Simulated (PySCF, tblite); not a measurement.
# C₄H₉B: dynamics, then NMR shifts on frames, part 2 of 2

tblite 0.8.0 and PySCF 2.14.0. Atoms count from 0. Earlier steps stand in the parts before.

### 5 NMR shieldings: 625 fs, PBE0/pcSseg-1

What the job is given:

```
{"job": {"kind": "nmr", "xc": "PBE0", "basis": "pcSseg-1", "pop": false}, "charge": 0, "multiplicity": 1}
B     -2.154400     0.122900     0.409400
C     -0.655700     0.114000    -0.057700
C      0.271100    -0.955800     0.420500
C      1.628200    -0.924700    -0.182500
C      2.681300    -0.724700     0.543900
H     -2.940900     0.779900    -0.125100
H     -2.611500    -0.686700     1.098000
H     -0.175800     1.014700     0.296700
H     -0.603500     0.169400    -1.144300
H      0.357500    -0.817800     1.504700
H     -0.090400    -1.945000     0.153300
H      1.620200    -0.991300    -1.241100
H      3.708700    -0.934900     0.095100
H      2.689800    -0.367200     1.558600
```

Method: GIAO PBE0/pcSseg-1 NMR shielding, non-relativistic, gas phase.

What it wrote:

```text
coarse grid: 11016 points
cycle   1  E = -182.2853620783  dE =  4.184e-01  |g| = 3.918e-01  |ddm| = 3.113e+00
cycle   2  E = -182.2849943685  dE =  3.677e-04  |g| = 4.045e-01  |ddm| = 7.016e-01
cycle   3  E = -182.3285942029  dE = -4.360e-02  |g| = 3.658e-02  |ddm| = 3.773e-01
cycle   4  E = -182.3287928920  dE = -1.987e-04  |g| = 2.505e-02  |ddm| = 5.302e-02
cycle   5  E = -182.3289440869  dE = -1.512e-04  |g| = 6.442e-03  |ddm| = 2.227e-02
cycle   6  E = -182.3289545374  dE = -1.045e-05  |g| = 1.338e-03  |ddm| = 6.046e-03
cycle   7  E = -182.3289549556  dE = -4.182e-07  |g| = 2.899e-04  |ddm| = 1.166e-03
final grid: 104392 points
cycle   8  E = -182.3577653934  dE = -3.810e-05  |g| = 7.060e-03  |ddm| = 2.476e-02
cycle   9  E = -182.3577633574  dE =  2.036e-06  |g| = 7.693e-03  |ddm| = 1.316e-02
cycle  10  E = -182.3577789832  dE = -1.563e-05  |g| = 9.269e-04  |ddm| = 6.919e-03
cycle  11  E = -182.3577791961  dE = -2.129e-07  |g| = 2.616e-04  |ddm| = 9.193e-04
cycle  12  E = -182.3577792120  dE = -1.590e-08  |g| = 7.009e-05  |ddm| = 2.248e-04
cycle  13  E = -182.3577792132  dE = -1.246e-09  |g| = 1.556e-05  |ddm| = 6.986e-05
cycle  14  E = -182.3577792133  dE = -5.576e-11  |g| = 3.696e-06  |ddm| = 1.496e-05
converged SCF energy = -182.3577792133

GIAO shielding tensors (ppm)
atom      isotropic    diamagn.    paramagn.     s11        s22        s33       span
  0 B        6.149     190.066    -183.917    -69.137    -42.846    130.432    199.569
  1 C      153.321     252.091     -98.770    124.616    163.413    171.935     47.318
  2 C      145.471     247.523    -102.052    126.330    140.827    169.254     42.925
  3 C       39.704     258.583    -218.879    -81.966     46.035    155.043    237.010
  4 C       68.536     252.196    -183.660    -35.609     88.970    152.248    187.857
  5 H       23.619      29.671      -6.052     15.910     26.597     28.350     12.440
  6 H       23.659      29.885      -6.227     14.990     27.618     28.368     13.378
  7 H       30.589      32.773      -2.184     25.159     31.026     35.582     10.423
  8 H       29.956      32.382      -2.426     25.245     29.543     35.082      9.837
  9 H       29.183      32.707      -3.524     25.623     28.758     33.168      7.546
 10 H       29.359      31.265      -1.907     25.605     28.426     34.044      8.439
 11 H       25.849      32.260      -6.410     23.219     25.829     28.500      5.280
 12 H       25.858      26.325      -0.467     23.382     24.017     30.175      6.792
 13 H       26.071      30.681      -4.610     23.384     25.747     29.081      5.697
```

Run time: 15 s. Hardware: 1 thread of Arm Neoverse N1, shared host; peak memory 0.61 GiB.

This run: δ C3 147.2, C4 118.4, C2 41.5, C1 33.6, H5 8.10, H6 8.06 ppm.

### 6 NMR shieldings: 800 fs, PBE0/pcSseg-1

What the job is given:

```
{"job": {"kind": "nmr", "xc": "PBE0", "basis": "pcSseg-1", "pop": false}, "charge": 0, "multiplicity": 1}
B     -2.116400    -0.191800     0.547700
C     -0.601400    -0.187600     0.014000
C      0.516800    -0.826500     0.845800
C      1.796800    -0.895400     0.044000
C      2.930900    -0.241900     0.320200
H     -2.869700     0.170500    -0.217200
H     -2.582700    -0.430200     1.615400
H     -0.346200     0.831800    -0.148600
H     -0.557600    -0.581300    -0.989000
H      0.634400    -0.307900     1.774400
H      0.210600    -1.843200     1.069300
H      1.895800    -1.827000    -0.536000
H      3.853800    -0.581300    -0.263700
H      3.184800     0.599200     0.969200
```

Level: GIAO PBE0/pcSseg-1 NMR shielding, non-relativistic, gas phase.

What it wrote:

```text
coarse grid: 11016 points
cycle   1  E = -182.2923113010  dE =  2.415e-01  |g| = 3.528e-01  |ddm| = 3.090e+00
cycle   2  E = -182.2929418464  dE = -6.305e-04  |g| = 3.621e-01  |ddm| = 6.333e-01
cycle   3  E = -182.3279635699  dE = -3.502e-02  |g| = 3.567e-02  |ddm| = 3.406e-01
cycle   4  E = -182.3281395294  dE = -1.760e-04  |g| = 2.524e-02  |ddm| = 5.217e-02
cycle   5  E = -182.3282922348  dE = -1.527e-04  |g| = 7.378e-03  |ddm| = 2.307e-02
cycle   6  E = -182.3283062141  dE = -1.398e-05  |g| = 1.325e-03  |ddm| = 6.412e-03
cycle   7  E = -182.3283066398  dE = -4.258e-07  |g| = 2.999e-04  |ddm| = 1.190e-03
final grid: 104392 points
cycle   8  E = -182.3577999669  dE = -3.221e-05  |g| = 6.811e-03  |ddm| = 2.314e-02
cycle   9  E = -182.3577982240  dE =  1.743e-06  |g| = 7.367e-03  |ddm| = 1.264e-02
cycle  10  E = -182.3578126392  dE = -1.442e-05  |g| = 9.323e-04  |ddm| = 6.749e-03
cycle  11  E = -182.3578128573  dE = -2.181e-07  |g| = 2.662e-04  |ddm| = 8.985e-04
cycle  12  E = -182.3578128744  dE = -1.710e-08  |g| = 6.433e-05  |ddm| = 2.297e-04
cycle  13  E = -182.3578128755  dE = -1.102e-09  |g| = 1.383e-05  |ddm| = 6.180e-05
cycle  14  E = -182.3578128756  dE = -4.559e-11  |g| = 3.549e-06  |ddm| = 1.374e-05
converged SCF energy = -182.3578128756

GIAO shielding tensors (ppm)
atom      isotropic    diamagn.    paramagn.     s11        s22        s33       span
  0 B        6.622     190.291    -183.669    -69.573    -41.617    131.056    200.629
  1 C      150.891     252.173    -101.282    110.371    166.057    176.245     65.874
  2 C      153.043     246.344     -93.301    133.673    149.738    175.716     42.043
  3 C       36.809     251.218    -214.409    -88.626     45.743    153.310    241.936
  4 C       56.533     249.949    -193.417    -53.377     66.159    156.816    210.193
  5 H       23.838      30.349      -6.511     14.979     28.051     28.486     13.507
  6 H       23.164      29.098      -5.934     15.106     26.558     27.829     12.722
  7 H       31.012      33.473      -2.461     26.082     31.051     35.904      9.822
  8 H       29.799      32.701      -2.902     25.489     29.293     34.614      9.125
  9 H       29.730      32.194      -2.465     25.988     29.029     34.172      8.183
 10 H       29.632      30.904      -1.272     25.962     28.412     34.522      8.559
 11 H       24.951      29.168      -4.217     22.533     24.314     28.007      5.473
 12 H       25.530      25.568      -0.038     23.228     23.764     29.598      6.369
 13 H       25.449      29.840      -4.390     22.749     25.370     28.228      5.480
```

Run time: 16 s. Hardware: 1 thread of Arm Neoverse N1, shared host; peak memory 0.61 GiB.

This run: δ C3 150.1, C4 130.4, C1 36.0, C2 33.9, H6 8.55, H5 7.88 ppm.

### 7 NMR shieldings: 1000 fs, PBE0/pcSseg-1

What the job is given:

```
{"job": {"kind": "nmr", "xc": "PBE0", "basis": "pcSseg-1", "pop": false}, "charge": 0, "multiplicity": 1}
B     -1.900500     0.183900     0.694700
C     -0.589500    -0.287000     0.019100
C      0.527100    -0.665000     0.999700
C      1.795100    -1.258800     0.434200
C      2.888000    -0.513900     0.340200
H     -2.823200     0.629800     0.036000
H     -2.184000     0.163700     1.857500
H     -0.245300     0.467700    -0.640600
H     -0.836200    -1.155400    -0.588300
H      0.762300     0.206900     1.706800
H      0.125000    -1.449200     1.680400
H      1.885700    -2.300100     0.390000
H      3.779000    -0.863800     0.010900
H      2.971000     0.513400     0.694200
```

Method: GIAO PBE0/pcSseg-1 NMR shielding, non-relativistic, gas phase.

What it wrote:

```text
coarse grid: 11016 points
cycle   1  E = -182.2910647236  dE =  3.146e-01  |g| = 3.700e-01  |ddm| = 3.100e+00
cycle   2  E = -182.2933061723  dE = -2.241e-03  |g| = 3.713e-01  |ddm| = 6.386e-01
cycle   3  E = -182.3296909486  dE = -3.638e-02  |g| = 2.909e-02  |ddm| = 3.334e-01
cycle   4  E = -182.3298601026  dE = -1.692e-04  |g| = 1.478e-02  |ddm| = 4.107e-02
cycle   5  E = -182.3299117375  dE = -5.163e-05  |g| = 3.658e-03  |ddm| = 1.301e-02
cycle   6  E = -182.3299145622  dE = -2.825e-06  |g| = 1.479e-03  |ddm| = 4.078e-03
final grid: 104392 points
cycle   7  E = -182.3593179425  dE = -2.653e-05  |g| = 7.742e-03  |ddm| = 2.144e-02
cycle   8  E = -182.3593082328  dE =  9.710e-06  |g| = 9.866e-03  |ddm| = 1.526e-02
cycle   9  E = -182.3593336135  dE = -2.538e-05  |g| = 1.673e-03  |ddm| = 8.929e-03
cycle  10  E = -182.3593343303  dE = -7.168e-07  |g| = 1.943e-04  |ddm| = 1.306e-03
cycle  11  E = -182.3593343387  dE = -8.435e-09  |g| = 6.661e-05  |ddm| = 1.895e-04
cycle  12  E = -182.3593343398  dE = -1.095e-09  |g| = 1.314e-05  |ddm| = 5.857e-05
cycle  13  E = -182.3593343399  dE = -3.973e-11  |g| = 3.255e-06  |ddm| = 1.474e-05
converged SCF energy = -182.3593343399

GIAO shielding tensors (ppm)
atom      isotropic    diamagn.    paramagn.     s11        s22        s33       span
  0 B        6.811     190.506    -183.696    -64.826    -39.287    124.545    189.371
  1 C      153.592     250.016     -96.424    123.724    162.133    174.921     51.197
  2 C      143.272     245.999    -102.727    118.087    141.641    170.088     52.000
  3 C       39.256     251.660    -212.404    -92.217     45.990    163.994    256.211
  4 C       57.889     251.160    -193.271    -59.094     72.011    160.750    219.844
  5 H       23.433      28.591      -5.157     17.439     25.734     27.128      9.689
  6 H       23.340      29.190      -5.850     15.583     26.981     27.456     11.873
  7 H       30.404      32.814      -2.410     25.530     30.328     35.353      9.823
  8 H       30.258      31.091      -0.833     25.047     29.862     35.865     10.817
  9 H       28.157      30.746      -2.589     24.153     27.612     32.706      8.554
 10 H       28.611      30.496      -1.885     25.168     27.633     33.033      7.864
 11 H       25.411      30.471      -5.060     22.564     25.683     27.986      5.422
 12 H       27.395      29.814      -2.419     23.921     27.454     30.811      6.890
 13 H       25.973      31.290      -5.317     22.473     25.670     29.777      7.304
```

Wall time 15 s (1 thread of Arm Neoverse N1, shared host); peak memory 0.61 GiB.

In short: δ C3 147.7, C4 129.0, C2 43.7, C1 33.3, H6 8.38, H5 8.28 ppm.

### 8 Run by run: NMR shifts

Shifts (ppm) of some atoms, chosen among heavy atoms and hydrogens apart, with basis size and wall time:

| frame | C3 | C4 | C1 | C2 | H8 | H7 | B0 | functions | time |
| --- | --- | --- | --- | --- | --- | --- | --- | --- | --- |
| 250 fs | 153.4 | 120.2 | 39.3 | 35.9 | 4.39 | -0.06 | 88.9 | 130 | 16 s |
| 425 fs | 154.8 | 115.9 | 46.2 | 37.7 | 3.25 | 2.44 | 85.1 | 130 | 15 s |
| 625 fs | 147.2 | 118.4 | 33.6 | 41.5 | 1.76 | 1.13 | 93.9 | 130 | 15 s |
| 800 fs | 150.1 | 130.4 | 36.0 | 33.9 | 1.92 | 0.70 | 93.4 | 130 | 16 s |
| 1000 fs | 147.7 | 129.0 | 33.3 | 43.7 | 1.46 | 1.31 | 93.3 | 130 | 15 s |

### 9 Summary of results

The summary covers parts 1 to 2.

| quantity | value |
| --- | --- |
| thermostat | 300 K |
| mean temperature, second half | 297 K |
| mean potential energy above the minimum | 0.55 eV |
| 13C shifts against TMS (PBE0/pcSseg-1, 250 fs) | 153.4, 120.2, 39.3, 35.9 ppm |
| 1H shifts against TMS (PBE0/pcSseg-1, 250 fs) | 8.17, 8.08, 6.58, 6.05, 5.69, 4.39, 2.44, 2.19, -0.06 ppm |
| 11B shifts against BF3·OEt2 (PBE0/pcSseg-1, 250 fs) | 88.9 ppm |
| range of the shift of C4 | 115.9 to 130.4 ppm |

In the second half the potential energy averages 0.55 eV above the minimum; equipartition over 36 harmonic modes at 300 K would give 0.47 eV. With 14 atoms the temperature swings widely (170 to 396 K). Shifts at one fixed geometry are not the observed spectrum, which averages over the motion. In the first frame run (250 fs): The widest tensor belongs to C3: span 222 ppm, with a paramagnetic part of -224 ppm. In ppm, C4 moves most: its shift spreads over 14.5 ppm, from 115.9 (425 fs) to 130.4 (800 fs).
